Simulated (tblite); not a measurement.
# C8H18GaNO: the cost of one run

Programs: tblite 0.8.0 and PySCF 2.14.0. All values are calculated, for the isolated system unless a continuum is named. Atoms count from 0, parts from 1.

### Step 1. Starting point

29 atoms, charge 0, multiplicity 1; geometry: rigid parts in contact. Parts: 1 = atoms 0–14, `C#[C][GaH2-][CH2]C(C)=O`, charge -1; 2 = atoms 15–28, `C[NH+](C)C`, charge 1.

### Step 2. Docking the parts with GFN1-xTB

The job: settings as JSON, then the geometry in Å.

```
{"job": {"kind": "dock", "xc": "GFN1-xTB", "basis": "xTB"}, "charge": 0, "multiplicity": 1, "parts": [{"atoms": "0-14", "charge": -1, "multiplicity": 1}, {"atoms": "15-28", "charge": 1, "multiplicity": 1}]}
C     -0.581180    -1.558627     3.115929
C     -0.689326    -0.663409     2.305850
Ga    -0.940428     0.845682     1.011752
C      0.805969     0.982120    -0.207032
C      0.993537    -0.238499    -0.968148
C      0.171357    -0.372311    -2.252343
O      1.719341    -1.166204    -0.639564
H     -0.478830    -2.347966     3.823886
H     -1.038453     2.204423     1.804949
H     -2.194548     0.571813     0.103179
H      1.679007     1.156369     0.430763
H      0.663790     1.847111    -0.862922
H      0.001487     0.592660    -2.728694
H      0.681773    -1.041155    -2.944227
H     -0.793495    -0.812010    -1.993377
C      4.937658    -1.285314     3.343072
N      4.203047    -1.629812     2.099092
C      2.790087    -1.176153     2.157075
C      4.293500    -3.081607     1.799510
H      5.982193    -1.566288     3.219127
H      4.857745    -0.212430     3.509629
H      4.499463    -1.827848     4.178518
H      4.654406    -1.128867     1.327696
H      2.280882    -1.694496     2.967205
H      2.775213    -0.101729     2.331667
H      2.312402    -1.405160     1.205991
H      3.789659    -3.273809     0.853693
H      5.343852    -3.358113     1.725557
H      3.814885    -3.642232     2.600172
```

Level: GFN1-xTB search for minima from random contacts, gas phase.

Started as:

```
OMP_NUM_THREADS=1 python cluster_run.py task.json out
```

One launch serves the whole session: the jobs run in the order shown.

Q: Estimate the wall time of this first job on 1 thread of Intel Xeon at 2.50GHz, shared host.

About 8.9 min.
